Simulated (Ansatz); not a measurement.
# CH₆AlFSi: a ladder of functionals and wavefunction methods

An exercise on one series of results from a longer session: the logs are not shown, and one member is left open.

The runs use Ansatz 0.2.0, Gaussian basis; functionals in def2-TZVPP, the program's frozen cores in correlated methods.

The runs, in order: LDA (SPW92), PBE-D4, revPBE-D4, BLYP-D4, r2SCAN-D4, B97M-V, PBE0-D4, B3LYP-D4, r2SCANh-D4, r2SCAN0-D4, HSE06-D4, BHLYP-D4, CAM-B3LYP-D4, LC-ωPBE, ωB97X-V, ωB97M-V, B2PLYP, PBE-QIDH; CCSD(T)/def2-SVP; CCSD(T)/def2-TZVPP; MP2/def2-QZVPP; extrapolation to the limit; RPA on PBE.

## The relaxed structure

The geometry comes from an earlier relaxation with PBE0-D4 in a triple-zeta def2 set; it is a stationary point, not always the lowest conformer.

10 atoms, charge 0, spin multiplicity 1.

Atoms are counted from 1 here; the program's logs count them from 0.

Bond lengths: C1–Al2 1.950 Å, C1–H5 1.095 Å, C1–H6 1.096 Å, C1–H7 1.092 Å, Al2–Si3 2.472 Å, Al2–H8 1.593 Å, Si3–F4 1.617 Å, Si3–H9 1.493 Å, Si3–H10 1.493 Å. Angles: Al2–C1–H5 110.6°, Al2–C1–H6 110.3°, Al2–C1–H7 113.2°, H5–C1–H6 106.0°, H5–C1–H7 108.3°, H6–C1–H7 108.1°, C1–Al2–Si3 120.6°, C1–Al2–H8 122.0°, Si3–Al2–H8 117.4°, Al2–Si3–F4 110.8°, Al2–Si3–H9 113.1°, Al2–Si3–H10 113.1°, F4–Si3–H9 106.7°, F4–Si3–H10 106.7°, H9–Si3–H10 106.1°.

The first run:

Contents of in.yaml:

```yaml
crystal:
  periodic: [false, false, false]
  atoms:
    - {symbol: C, position_ang: [-1.575372, 0.371828, -1.030699]}
    - {symbol: Al, position_ang: [-0.463779, -0.781160, 0.082061]}
    - {symbol: Si, position_ang: [1.720090, 0.011658, 0.925361]}
    - {symbol: F, position_ang: [2.020779, 1.516649, 0.417621]}
    - {symbol: H, position_ang: [-1.020541, 0.707510, -1.913192]}
    - {symbol: H, position_ang: [-1.849915, 1.280025, -0.482918]}
    - {symbol: H, position_ang: [-2.494669, -0.111630, -1.367703]}
    - {symbol: H, position_ang: [-0.914808, -2.254199, 0.487523]}
    - {symbol: H, position_ang: [1.796263, 0.039406, 2.416640]}
    - {symbol: H, position_ang: [2.865052, -0.831288, 0.468305]}
basis:
  gaussian: {orbitals: def2-TZVPP}
hamiltonian: {xc: lda}
output: {orbitals: {seedname: orbitals}}
```

On the command line:

```console
$ ansatz run in.yaml --threads 2 --pin off --events-out ev --progress --plain --max-ram 4352MiB
```

Steps of the session up to this table: LDA; PBE-D4 (GGA); revPBE-D4 (GGA); BLYP-D4 (GGA); r2SCAN-D4 (meta-GGA); B97M-V (meta-GGA); B3LYP-D4 (hybrid); r2SCANh-D4 (hybrid); r2SCAN0-D4 (hybrid); HSE06-D4 (hybrid); BHLYP-D4 (hybrid); CAM-B3LYP-D4 (range-separated); LC-ωPBE (range-separated); ωB97X-V (range-separated); ωB97M-V (range-separated); B2PLYP (double hybrid); PBE-QIDH (double hybrid).

One table of the session follows, with a row left open; its other results are not shown here.

It belongs to the step «Orbital energies across the functionals». 

| functional | HOMO (eV) | LUMO (eV) | gap (eV) |
| --- | --- | --- | --- |
| LDA (SPW92) | -6.31 | -2.82 | 3.49 |
| PBE-D4 | -6.23 | -2.61 | 3.63 |
| revPBE-D4 | ? | ? | ? |
| BLYP-D4 | -6.12 | -2.48 | 3.63 |
| r2SCAN-D4 | -6.49 | -2.36 | 4.13 |
| B97M-V | -6.55 | -2.57 | 3.98 |
| PBE0-D4 | -7.37 | -1.86 | 5.51 |
| B3LYP-D4 | -7.19 | -2.05 | 5.14 |
| r2SCANh-D4 | -6.91 | -2.10 | 4.80 |
| r2SCAN0-D4 | -7.53 | -1.72 | 5.81 |
| HSE06-D4 | -6.98 | -2.23 | 4.75 |
| BHLYP-D4 | -8.43 | -1.08 | 7.35 |
| CAM-B3LYP-D4 | -8.67 | -0.91 | 7.76 |
| LC-ωPBE | -9.95 | 0.17 | 10.12 |
| ωB97X-V | -9.63 | 0.05 | 9.69 |
| ωB97M-V | -9.39 | -0.23 | 9.15 |

Estimate the missing values for revPBE-D4.

**Answer.** HOMO (eV): -6.20; LUMO (eV): -2.51; gap (eV): 3.69. In the column «HOMO (eV)» it lies between PBE-D4 (-6.23) and BLYP-D4 (-6.12).
